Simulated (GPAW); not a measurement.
Crystal: SiSe.

```
Si Se
1.0
     3.59520    0.00000    0.00000
    -1.79760    3.11353    0.00000
     0.00000    0.00000    3.59873
Si Se
1 1
Direct
  0.66667 0.33333 0.50000
  0.00000 0.00000 0.00000
```

The cell was built by a generator and needn't be a form met in nature.

Base run:

```yaml
Program: GPAW 26.7.0
Functional: BLYP
Potentials_or_basis: PAW data sets generated in the run's folder for this functional
Cutoff: 600 eV
Basis: pw
k_mesh: 9 × 9 × 7
Occupations: fermi-dirac, width 0.05 eV
Spin: no spin polarisation
```

Its results: pressure 7.1 GPa.

After a change of settings the same cell gave: pressure -2.6 GPa. Which change was it?
A. functional from BLYP to PBE; potentials or basis from PAW data sets generated in the run's folder for this functional to GPAW PAW data sets (gpaw-data 1.2.1)
B. functional from BLYP to LDA; potentials or basis from PAW data sets generated in the run's folder for this functional to the program's PAW data sets (release 1.2.1) made for this functional
C. functional from BLYP to PBEsol
D. functional from BLYP to PW91

C.

PBEsol binds more tightly than BLYP, so the same cell stands under less pressure.

Not every run made on this cell is shown here.
